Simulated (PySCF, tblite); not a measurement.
**C₆H₉GeNSi: geometry, infrared bands and NMR shifts**

What infrared bands and NMR shifts should C₆H₉GeNSi (`N#C[Si@@H](C#[C][GeH3])C1CC1`) show?

Programs: tblite 0.8.0 and PySCF 2.14.0, with density-fitted response routines of our own. Each step states its level of theory. These are calculated values for one molecule in the gas phase, unless marked as measured. Atoms count from 0, in the outputs and in this text.

**1. Starting geometry**

18 atoms, charge 0, multiplicity 1; geometry from: force field or distance geometry start.

Bonds of the start (Å): N0–C1 1.16, C1–Si2 1.84, Si2–C3 1.80, C3–C4 1.24, C4–Ge5 1.89, Si2–C6 1.86, C6–C7 1.51, C7–C8 1.52, C8–C6 1.52, Si2–H9 1.48, Ge5–H10 1.54, Ge5–H11 1.55, Ge5–H12 1.56, C6–H13 1.09, C7–H14 1.12, C7–H15 1.12, C8–H16 1.11, C8–H17 1.11.

**2. Relaxing the molecule with GFN2-xTB**

What the job is given:

```
{"job": {"kind": "relax", "xc": "GFN2-xTB", "basis": "xTB"}, "charge": 0, "multiplicity": 1}
N      1.829100    -0.126200    -3.659100
C      1.146500    -0.409700    -2.769500
Si     0.077400    -0.872900    -1.347100
C      0.990800    -0.876100     0.206100
C      1.629100    -0.890700     1.268400
Ge     2.641100    -0.893000     2.859800
C     -1.286900     0.396500    -1.295200
C     -1.804300     0.896800     0.034800
C     -2.593500    -0.143900    -0.750900
H     -0.482900    -2.220100    -1.606800
H      1.830800    -1.584300     3.974200
H      2.987500     0.575600     3.195100
H      3.999200    -1.623600     2.618000
H     -1.352400     1.018900    -2.187800
H     -2.136400     1.963500     0.007100
H     -1.356300     0.549500     0.995400
H     -2.568400    -1.182800    -0.347400
H     -3.559300     0.164000    -1.206800
```

Started as:

```bash
OMP_NUM_THREADS=1 python probes_run.py task.json out
```

One launch serves the whole session: the jobs run in the order shown.

**Question.** This job is followed by: GFN2-xTB harmonic vibrations, gas phase; GIAO PBE0/pcSseg-1 NMR shielding, non-relativistic, gas phase. Predict these results of the whole session: strongest single infrared mode (GFN2-xTB); zero-point energy (GFN2-xTB); ¹³C shifts against TMS (PBE0/pcSseg-1); ¹H shifts against TMS (PBE0/pcSseg-1, means over atoms taken as alike); ¹⁵N shifts against NH3 (PBE0/pcSseg-1); ²⁹Si shifts against TMS (PBE0/pcSseg-1); ⁷³Ge shifts against GeMe4 (PBE0/pcSseg-1); surface potential, 1st and 99th percentile.

The runs gave:

```
                                                              quantity                                         value
                             strongest single infrared mode (GFN2-xTB)                          757 cm⁻¹, 690 km/mol
                                          zero-point energy (GFN2-xTB)                                 75.0 kcal/mol
                                ¹³C shifts against TMS (PBE0/pcSseg-1)       123.8, 117.8, 112.0, 7.1, 5.7, -4.2 ppm
¹H shifts against TMS (PBE0/pcSseg-1, means over atoms taken as alike)  4.69, 3.96, 0.95, 0.89, 0.82, 0.31, 0.09 ppm
                                ¹⁵N shifts against NH3 (PBE0/pcSseg-1)                                     360.3 ppm
                               ²⁹Si shifts against TMS (PBE0/pcSseg-1)                                     -65.0 ppm
                             ⁷³Ge shifts against GeMe4 (PBE0/pcSseg-1)                                      -286 ppm
                                 surface potential, 1st and 99th percentile                            -1.71 V and 1.45 V
```

**Reading.** Over 70 steps the energy fell by 0.380 eV; of the close pairs, Ge5–H12 changed most, 1.561 to 1.489 Å. The lowest mode is slightly imaginary (12i cm⁻¹), a soft motion within the noise of the Hessian, so the minimum is not strictly shown. The strongest single mode, at 757 cm⁻¹, has its largest shares on H10, H11 and H12 (the list is cut at 3 atoms). GFN2-xTB is a fitted tight-binding method: band positions and strengths are rough. Its intensities can rank the bands wrongly. C1 (nitrile carbon) lies farthest downfield among carbon, at 123.8 ppm; typical of a nitrile. At PBE0/pcSseg-1: The largest span, 584 ppm, is at N0, where the paramagnetic term is -431 ppm. At PBE0/pcSseg-1, counted by nearest atom on the grid, the HOMO lies on C3, C4 about 36 % each, the LUMO on C3, C4 about 23 % each; Si2 12 %. Spin-orbit coupling is left out, which matters for shieldings and couplings at and beside the heavy atoms.
